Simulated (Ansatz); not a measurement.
**YbPd (CsCl type): the equilibrium volume**

At what volume is YbPd (CsCl type) free of pressure?

Method: DFT PBEsol, scalar-relativistic, plane waves, PAW, in Ansatz 0.2.0.

## (1) Starting point

It takes space group Pm-3m (No. 221, cubic). Conventional cell: a = 3.458 Å, b = 3.458 Å, c = 3.458 Å, α = 90.00°, β = 90.00°, γ = 90.00°. Around Yb (site symmetry m-3m) lie 8 Pd at 3.00 Å. Pd (site symmetry m-3m) has 8 Yb at 3.00 Å as nearest neighbours.

Coordinates:

```
Yb Pd
1.0
     3.45845    0.00000    0.00000
     0.00000    3.45845    0.00000
     0.00000    0.00000    3.45845
Yb Pd
1 1
Direct
  0.00000 0.00000 0.00000
  0.50000 0.50000 0.50000
```

## (2) At the starting volume

input.yaml reads:

```yaml
crystal:
  lattice:
    - [3.4584520346, 0.0, 0.0]
    - [0.0, 3.4584520346, 0.0]
    - [0.0, 0.0, 3.4584520346]
  atoms:
    - { symbol: Yb, position: [0.0, 0.0, 0.0] }
    - { symbol: Pd, position: [0.5, 0.5, 0.5] }
basis:
  ecutwfc: 420
  ecutrho_ratio: 4
kpoints:
  mp_grid: { grid: [10, 10, 10] }
hamiltonian:
  xc: pbesol
scf:
  occupations: { method: gaussian, width: 0.05 }
output:
  forces: true
  stress: true
  eigenvalues: true
```

Command:

```console
> ansatz run input.yaml --threads 8 --pin off --max-ram 15360MiB --backend cpu --events-out ev --progress --plain --runs-dir out
```

After this run come: A step to a new volume; Next volume: 20.126 Å³/atom.

Q: Predict the outcome of this session. Wanted: volume; pressure; conventional cell; gap on the mesh.

The runs gave:

| quantity | value |
| --- | --- |
| volume | 20.126 Å³/atom |
| pressure | 0.01 GPa |
| conventional cell | a = 3.427 Å, b = 3.427 Å, c = 3.427 Å, α = 90.00°, β = 90.00°, γ = 90.00° |
| gap on the mesh | none (metal) |

Over the 3 runs shown the cell moved from 20.68 to 20.13 Å³/atom, a change of -2.7 %, where the pressure is zero within 0.01 GPa. Spin polarisation wasn't allowed in this run. No U acts on the 4f shell, so its levels can lie too near the Fermi level. Spin–orbit coupling is left out, though the cell holds Yb; it splits the 4f levels.
